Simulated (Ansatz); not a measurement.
# GaBHCl (singlet): from a generated start to a stationary point

Where does this start of GaBHCl (singlet) end when it is relaxed?

Program: Ansatz 0.2.0, Gaussian basis. Level of theory: RKS PBE0/def2-TZVP. These are calculated values, not measurements.

### 1 The starting structure

4 atoms, charge 0, spin multiplicity 1.

Atoms are counted from 1 here; the program's logs count them from 0.

Bond lengths: B1–Ga2 2.083 Å, B1–H4 1.181 Å, Ga2–Cl3 2.142 Å. Angles: Ga2–B1–H4 106.9°, B1–Ga2–Cl3 153.1°.

Geometry (Å):

```xyz
4

B    -2.4433   -0.3282   -0.0033
Ga   -0.4241    0.1852    0.0014
Cl    1.6660   -0.2836   -0.0018
H    -3.0538    0.6822    0.0047
```

The start was built by rule and, where that kept it together, relaxed with GFN2-xTB. Sticks and bond lists go by distance. No spin-orbit coupling is included. 

### 2 The run

The input, in.yaml:

```yaml
crystal:
  periodic: [false, false, false]
  atoms:
    - {symbol: B, position_ang: [-2.443320, -0.328222, -0.003317]}
    - {symbol: Ga, position_ang: [-0.424145, 0.185250, 0.001386]}
    - {symbol: Cl, position_ang: [1.666021, -0.283624, -0.001849]}
    - {symbol: H, position_ang: [-3.053811, 0.682162, 0.004703]}
basis:
  gaussian: {orbitals: def2-TZVP}
hamiltonian: {xc: pbe0}
relax: {f_tol: 0.004, max_steps: 80}
```

On the command line:

```
$ ansatz run in.yaml --threads 1 --pin off --events-out ev --progress --plain --max-ram 2176MiB
```

What does the calculation give? Wanted: energy gained; shift from the start; total energy; dipole moment.

**Answer**, as computed:

| quantity | value |
| --- | --- |
| steps | 7 |
| energy gained | 0.094 eV |
| shift from the start (rms) | 0.221 Å |
| total energy | -65579.8287 eV |
| dipole moment | 1.93 D |

In words: The bonds of the start are those of the end. B1–H4 went from 1.181 to 1.210 Å. No vibrations were run, so this is a stationary point, not a proven minimum, and this spin need not be the ground state's.
